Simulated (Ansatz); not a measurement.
# Ni: a surface, (111), 1 layers

What do the surfaces of Ni (111), 1 layers cost, and how tightly do they hold an electron? The runs shown use LAPW, norm-conserving and crystal datasets. Companion runs by PAW are cited. Its runs: bulk in the slab's orientation (LAPW); the reference run (LAPW, norm-conserving and crystal datasets); field of 0.1 V/Å along the normal (LAPW).

Program: Ansatz 0.2.0. Level of theory: DFT PBE, with the methods named in each step. These are calculated values, not measurements.

## 1. The system as given

Symmetry: Fm-3m, No. 225, cubic system. Conventional cell: a = 3.519 Å, b = 3.519 Å, c = 3.519 Å, α = 90.00°, β = 90.00°, γ = 90.00°. Ni (site symmetry m-3m) is surrounded by 12 Ni at 2.49 Å.

Coordinates:

```cif
data_structure
_symmetry_space_group_name_H-M 'P 1'
_symmetry_Int_Tables_number 1
_cell_length_a 2.4880
_cell_length_b 2.4880
_cell_length_c 6.0944
_cell_angle_alpha 90.000
_cell_angle_beta 90.000
_cell_angle_gamma 120.000
_cell_volume 32.67
loop_
_atom_site_label
_atom_site_type_symbol
_atom_site_fract_x
_atom_site_fract_y
_atom_site_fract_z
_atom_site_occupancy
Ni1 Ni 0.00000 0.00000 0.00000 1
Ni2 Ni 0.33333 0.66667 0.33333 1
Ni3 Ni 0.66667 0.33333 0.66667 1
```

Atoms are numbered in the order of the input: Ni1, Ni2, Ni3.

## 2. Bulk in the slab's orientation, LAPW

input.yaml

```yaml
crystal:
  lattice:
    - [0.0, 1.7593077394, -1.7593077394]
    - [-1.7593077394, 0.0, 1.7593077394]
    - [3.5186154789, 3.5186154789, 3.5186154789]
  atoms:
    - { symbol: Ni, position: [0.0, 0.0, 0.0], spin: 1.0 }
    - { symbol: Ni, position: [0.333333333, 0.666666667, 0.333333333], spin: 1.0 }
    - { symbol: Ni, position: [0.666666667, 0.333333333, 0.666666667], spin: 1.0 }
magnetization:
  spin_polarized: true
kpoints:
  mp_grid: { grid: [19, 19, 7] }
scf:
  occupations: { method: fermi_dirac, width: 0.05 }
hamiltonian:
  xc: pbe
  pseudopotentials: { kind: all_electron, lapw: { basis_error: 0.001 } }
output:
  forces: true
  stress: true
  eigenvalues: true
```

Command:

```sh
$ ansatz run input.yaml --threads 2 --pin off --max-ram 6144MiB --backend cpu --events-out ev --progress --plain --runs-dir out
```

## 4. Slab as cut, LAPW

input.yaml

```yaml
crystal:
  lattice:
    - [2.4880368655, 0.0, 0.0]
    - [-1.2440184327, 2.1547031311, 0.0]
    - [0.0, 0.0, 16.0]
  atoms:
    - { symbol: Ni, position: [0.0, 0.0, 0.5], spin: 1.0 }
magnetization:
  spin_polarized: true
kpoints:
  mp_grid: { grid: [19, 19, 1] }
scf:
  occupations: { method: fermi_dirac, width: 0.05 }
hamiltonian:
  xc: pbe
  pseudopotentials: { kind: all_electron, lapw: { basis_error: 0.001 } }
output:
  forces: true
  stress: true
  eigenvalues: true
  populations: true
  dos: { projected: true, de: 0.2, e_range: [-14, 8] }
efield:
  axis: 3
  amplitude: 0
  dipole_correction: true
```

## 5. Slab as cut, norm-conserving

input.yaml: that of step 4 with these lines changed.

```diff
@@ -15,3 +15,3 @@
   xc: pbe
-  pseudopotentials: { kind: all_electron, lapw: { basis_error: 0.001 } }
+  pseudopotentials: { kind: nc }
 output:
@@ -20,4 +20,2 @@
   eigenvalues: true
-  populations: true
-  dos: { projected: true, de: 0.2, e_range: [-14, 8] }
 efield:
```

## 6. Slab as cut, crystal datasets

input.yaml: that of step 5 with these lines changed.

```diff
@@ -15,3 +15,3 @@
   xc: pbe
-  pseudopotentials: { kind: nc }
+  pseudopotentials: { kind: all_electron, datasets: crystal }
 output:
```

## 7. Field of 0.1 V/Å along the normal, LAPW

input.yaml: that of step 6 with these lines changed.

```diff
@@ -15,3 +15,3 @@
   xc: pbe
-  pseudopotentials: { kind: all_electron, datasets: crystal }
+  pseudopotentials: { kind: all_electron, lapw: { basis_error: 0.001 } }
 output:
@@ -22,3 +22,3 @@
   axis: 3
-  amplitude: 0
+  amplitude: 0.1
   dipole_correction: true
```

(Steps that only read results are left out.)

Before running it: what results should come out? Wanted: surface energy; work function (for each run or level that gives them).

**Answer**, as computed:

```
                             quantity      value
           surface energy (LAPW, cut)  1.92 J/m²
            work function (LAPW, cut)    5.36 eV
 work function (norm-conserving, cut)    5.35 eV
work function (crystal datasets, cut)    5.36 eV
            surface energy (PAW, cut)  1.92 J/m²
             work function (PAW, cut)    5.37 eV
```

The field of 0.1 V/Å along the normal induces a dipole of 0.009 e·Å per cell (LAPW). The field of 0.1 V/Å along the normal induces a dipole of 0.009 e·Å per cell (PAW). Thickness wasn't converged, and no reconstruction was sought. The magnetic state is the one reached from the start moments in this cell; it needn't be the ground state.
